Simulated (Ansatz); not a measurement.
# CH5FOSn (SMILES FC[O][SnH3]) at r2SCAN/def2-SVP (core potential)

What is the energy change on altering one bond length of CH5FOSn at r2SCAN/def2-SVP (core potential)? 

Program for the calculation: Ansatz 0.2.0.

117 further runs of the same task are left out: 117 set aside as unsound or not needed. Runs told in other sessions of the task aren't counted.

**1. The system as given**

CH5FOSn has 9 atoms, charge 0, and is taken as a singlet. As SMILES, `FC[O][SnH3]`. The shape is that of a PBE0-D4/def2-TZVP optimisation. This is one conformer, not always the lowest.

Bond lengths: F1–C2 1.398 Å, C2–O3 1.354 Å, O3–Sn4 1.991 Å, C2–H5 1.100 Å, C2–H6 1.095 Å, Sn4–H7 1.705 Å, Sn4–H8 1.700 Å, Sn4–H9 1.699 Å. Some angles: F1–C2–O3 110.7°, C2–O3–Sn4 118.4°, F1–C2–H5 105.2°, F1–C2–H6 106.7°, O3–C2–H5 113.4°, O3–C2–H6 109.7°, O3–Sn4–H7 106.3°, O3–Sn4–H8 101.6°, O3–Sn4–H9 108.3°, H5–C2–H6 110.9°.

**2. A single-point energy at r2SCAN/def2-SVP (core potential)**

The input, job.yaml:

```yaml
basis:
  gaussian:
    orbitals: def2-SVP
crystal:
  periodic: [false, false, false]
  atoms:
    - symbol: F
      position_ang: [-0.596800, 1.754200, 0.031500]
    - symbol: C
      position_ang: [-1.291500, 0.566100, 0.277800]
    - symbol: O
      position_ang: [-0.736000, -0.463400, -0.405000]
    - symbol: Sn
      position_ang: [1.239300, -0.701500, -0.319700]
    - symbol: H
      position_ang: [-1.258800, 0.434000, 1.369300]
    - symbol: H
      position_ang: [-2.319100, 0.724600, -0.066100]
    - symbol: H
      position_ang: [1.690100, -0.390300, 1.294800]
    - symbol: H
      position_ang: [1.407800, -2.333100, -0.765300]
    - symbol: H
      position_ang: [1.953500, 0.363100, -1.434400]
output: {orbitals: {seedname: orbitals}}
hamiltonian:
  xc: r2scan
accuracy: high
```

Run with:

```bash
ansatz run job.yaml --threads 1 --pin off --max-ram 3480MiB --events-out events.jsonl --progress --plain --runs-dir runs
```

What it wrote:

```text
Warning: RAYON_NUM_THREADS=1 ignored (pool sized by the plan → 1); use --threads N
Functional definition: r2SCAN
  name "r2SCAN"
  parameter k0 = 0.174
  parameter k1 = 0.065
  parameter a1 = 4.9479
  exchange = r2scan_x(k0 = k0, k1 = k1, a1 = a1)
  correlation = r2scan_c
2278 factors; integrals over basis functions are off by at most 3.5e-9 eV
mean field evaluation 1: about -11703.5475 eV, gradient 4.7e1 eV
mean field evaluation 2: about -11683.0779 eV, gradient 1.1e2 eV
mean field evaluation 4: about -11707.7561 eV, gradient 8.1e0 eV
mean field evaluation 8: about -11707.8567 eV, gradient 6.1e-1 eV
mean field evaluation 16: about -11707.8575 eV, gradient 3.9e-5 eV
mean field -11707.85745858 eV, -430.2558257319 hartree, gradient 5.6e-8 eV, S^2 0.000000; 0 other end points of the search recorded, 0 dependent functions left out
reference -11707.85745948 eV, -430.2558257651 hartree; 25, 25 occupied and 68, 68 virtual orbitals, 2278 factors
Total energy: -11707.85745948 eV, -430.2558257651 hartree
```

Run time: 17 s. Hardware: 1 thread of Arm Neoverse V1, shared host; peak memory 0.33 GiB.

**3. The distorted shape**

The input, molecule.yaml:

```yaml
crystal:
  periodic: [false, false, false]
  atoms:
    - {symbol: F, position_ang: [-1.453832, 0.476691, 1.369128]}
    - {symbol: C, position_ang: [-2.148532, -0.711409, 1.615428]}
    - {symbol: O, position_ang: [-1.593032, -1.740909, 0.932628]}
    - {symbol: Sn, position_ang: [0.382268, -1.979009, 1.017928]}
    - {symbol: H, position_ang: [-2.115832, -0.843509, 2.706928]}
    - {symbol: H, position_ang: [-3.176132, -0.552909, 1.271528]}
    - {symbol: H, position_ang: [0.833068, -1.667809, 2.632428]}
    - {symbol: H, position_ang: [0.550768, -3.610609, 0.572328]}
    - {symbol: H, position_ang: [1.953500, 0.363100, -1.434400]}
basis:
  gaussian:
    orbitals: def2-SVP
hamiltonian:
  xc: {name: r2SCAN}
output:
  orbitals: {seedname: orbitals}
accuracy: high
total_charge: 0
```

Run with:

```bash
ansatz run molecule.yaml --threads 1 --pin off --max-ram 3480MiB --events-out events.jsonl --progress --plain --runs-dir runs
```

What it wrote, shortened:

```text
Warning: RAYON_NUM_THREADS=1 ignored (pool sized by the plan → 1); use --threads N
[... 7 set-up lines as earlier in the session ...]
2232 factors; integrals over basis functions are off by at most 7.2e-9 eV
mean field evaluation 1: about -11697.5194 eV, gradient 5.0e1 eV
mean field evaluation 2: about -11659.2318 eV, gradient 1.3e2 eV
mean field evaluation 4: about -11697.3159 eV, gradient 2.9e1 eV
mean field evaluation 8: about -11703.8700 eV, gradient 2.7e-1 eV
mean field evaluation 16: about -11703.8708 eV, gradient 1.5e-8 eV
mean field -11703.87077697 eV, -430.1093178850 hartree, gradient 1.5e-8 eV, S^2 0.000000; 0 other end points of the search recorded, 0 dependent functions left out
reference -11703.87077793 eV, -430.1093179203 hartree; 25, 25 occupied and 68, 68 virtual orbitals, 2232 factors
Total energy: -11703.87077793 eV, -430.1093179203 hartree
```

It took 18 s on 1 thread of Arm Neoverse V1, shared host; peak memory 0.32 GiB.

**4. Results**

Level: r2SCAN/def2-SVP (core potential).

| quantity | value |
| --- | --- |
| first shape: total energy | -430.25583 Eh |
| first shape: HOMO energy | -6.60 eV |
| first shape: LUMO energy | -0.65 eV |
| first shape: HOMO–LUMO gap | 5.95 eV |
| distorted shape: total energy | -430.10932 Eh |
| distorted shape: HOMO energy | -5.78 eV |
| distorted shape: LUMO energy | -4.82 eV |
| distorted shape: HOMO–LUMO gap | 0.95 eV |
| energy change with the Sn4–H9 bond stretched from 1.699 to 3.737 Å | 3.987 eV |

In words: One bond (distorted shape) is far stretched, which a spin-restricted single reference describes badly; a broken-symmetry solution may lie lower. With the Sn4–H9 bond stretched from 1.699 to 3.737 Å the energy rises by 3.99 eV (385 kJ/mol). The first shape isn't relaxed at this level, so the change isn't measured from a minimum. A restricted reference can't describe the breaking bond well at this length.
